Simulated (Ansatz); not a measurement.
# SiSb3: the cost of one run

Program: Ansatz 0.2.0. Level of theory: reference: DFT PBE, plane waves, PAW, scalar-relativistic, no spin polarisation. These are calculated values, not measurements.

1 further run of the same task is left out (it didn't finish).

### Step 1. The system as given

The structure is hexagonal, space group P6_3/m (No. 176). Conventional cell: a = 6.361 Å, b = 6.361 Å, c = 6.779 Å, α = 90.00°, β = 90.00°, γ = 120.00°. Around Sb (site symmetry m) lie 1 Si at 1.91 Å. Around Si (site symmetry -6) lie 3 Sb at 1.91 Å.

As a file:

```xyz
8
Lattice="6.3613 0.0000 0.0000 -3.1807 5.5091 0.0000 0.0000 0.0000 6.7794" Properties=species:S:1:pos:R:3 pbc="T T T"
Sb   -0.9860    2.0384    1.6948
Sb    4.1031    0.1653    5.0845
Sb    1.9084    3.6360    1.6948
Sb    4.1667    3.4707    5.0845
Sb   -0.9224    5.3438    1.6948
Sb    1.2723    1.8731    5.0845
Si   -0.0003    3.6729    1.6948
Si    3.1804    1.8362    5.0845
```

### Step 2. The reference run

input.yaml

```yaml
crystal:
  lattice:
    - [6.36134, 0.0, 0.0]
    - [-3.18067, 5.509084, 0.0]
    - [0.0, 0.0, 6.779371]
  atoms:
    - { symbol: Sb, position: [0.03, 0.37, 0.25] }
    - { symbol: Sb, position: [0.66, 0.03, 0.75] }
    - { symbol: Sb, position: [0.63, 0.66, 0.25] }
    - { symbol: Sb, position: [0.97, 0.63, 0.75] }
    - { symbol: Sb, position: [0.34, 0.97, 0.25] }
    - { symbol: Sb, position: [0.37, 0.34, 0.75] }
    - { symbol: Si, position: [0.3333, 0.6667, 0.25] }
    - { symbol: Si, position: [0.6666, 0.3333, 0.75] }
  symmetry: { tolerance: 0.0003 }
kpoints:
  mp_grid: { grid: [3, 3, 3], shift: [0, 0, 0] }
magnetization:
  spin_polarized: false
scf:
  occupations: { method: gaussian, width: 0.2864 }
hamiltonian:
  pseudopotentials: { kind: paw }
  xc: pbe
basis:
  ecutwfc: 420
output:
  forces: true
  stress: true
  eigenvalues: true
relax:
  max_steps: 40
  cell: {}
```

Started as:

```console
$ ansatz run input.yaml --threads 1 --pin off --max-ram 2560MiB --backend cpu --events-out ev --progress --plain --runs-dir out
```

**Question.** How long does this run take on 1 thread of Arm Neoverse V2, shared host, and how much memory does it need?

About 86 s, with a peak of 0.56 GiB.
